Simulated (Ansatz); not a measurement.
# LiAgHg2: the cost of one run

Computed with Ansatz 0.2.0 (DFT LDA, scalar-relativistic, plane waves, PAW, unless a step's input says otherwise).

## 1. The structure to begin with

The structure is tetragonal, space group P4/mmm (No. 123). The conventional cell has a = 3.370 Å, b = 3.370 Å, c = 6.740 Å, α = 90.00°, β = 90.00°, γ = 90.00°. Li (site symmetry 4/mmm) is surrounded by 8 Hg at 2.92 Å. Ag (site symmetry 4/mmm) has 8 Hg at 2.92 Å as nearest neighbours. Hg (site symmetry 4mm) has 4 Li at 2.92 Å and 4 Ag at 2.92 Å as nearest neighbours.

As a file:

```
Li Ag Hg
1.0
     3.37025    0.00000    0.00000
     0.00000    3.37025    0.00000
     0.00000    0.00000    6.74049
Li Ag Hg
1 1 2
Cartesian
  0.0000 0.0000 0.0000
  0.0000 0.0000 3.3702
  1.6851 1.6851 1.6851
  1.6851 1.6851 5.0554
```

This is a trial structure built by rule; it need not be a known or stable form of this composition.

(A quick probe on a coarse mesh, which set the mesh and smearing, is not shown.)

## 3. The relaxation

input.yaml reads:

```yaml
crystal:
  lattice:
    - [3.3702461825, 0.0, 0.0]
    - [0.0, 3.3702461825, 0.0]
    - [0.0, 0.0, 6.740492365]
  atoms:
    - { symbol: Li, position: [0.0, 0.0, 0.0] }
    - { symbol: Ag, position: [0.0, 0.0, 0.5] }
    - { symbol: Hg, position: [0.5, 0.5, 0.25] }
    - { symbol: Hg, position: [0.5, 0.5, 0.75] }
basis:
  ecutwfc: 420
kpoints:
  mp_grid: { grid: [12, 12, 6] }
hamiltonian:
  xc: lda
scf:
  occupations: { method: gaussian, width: 0.1 }
output:
  forces: true
  stress: true
  eigenvalues: true
relax:
  adjacent_minimum: "off"
  f_tol: 0.005
  max_steps: 80
  cell: { stress_tol: 0.05 }
```

Q: Estimate wall time and peak memory on 1 thread of an x86-64 CPU, shared host.

About 43 s, with a peak of 0.58 GiB.
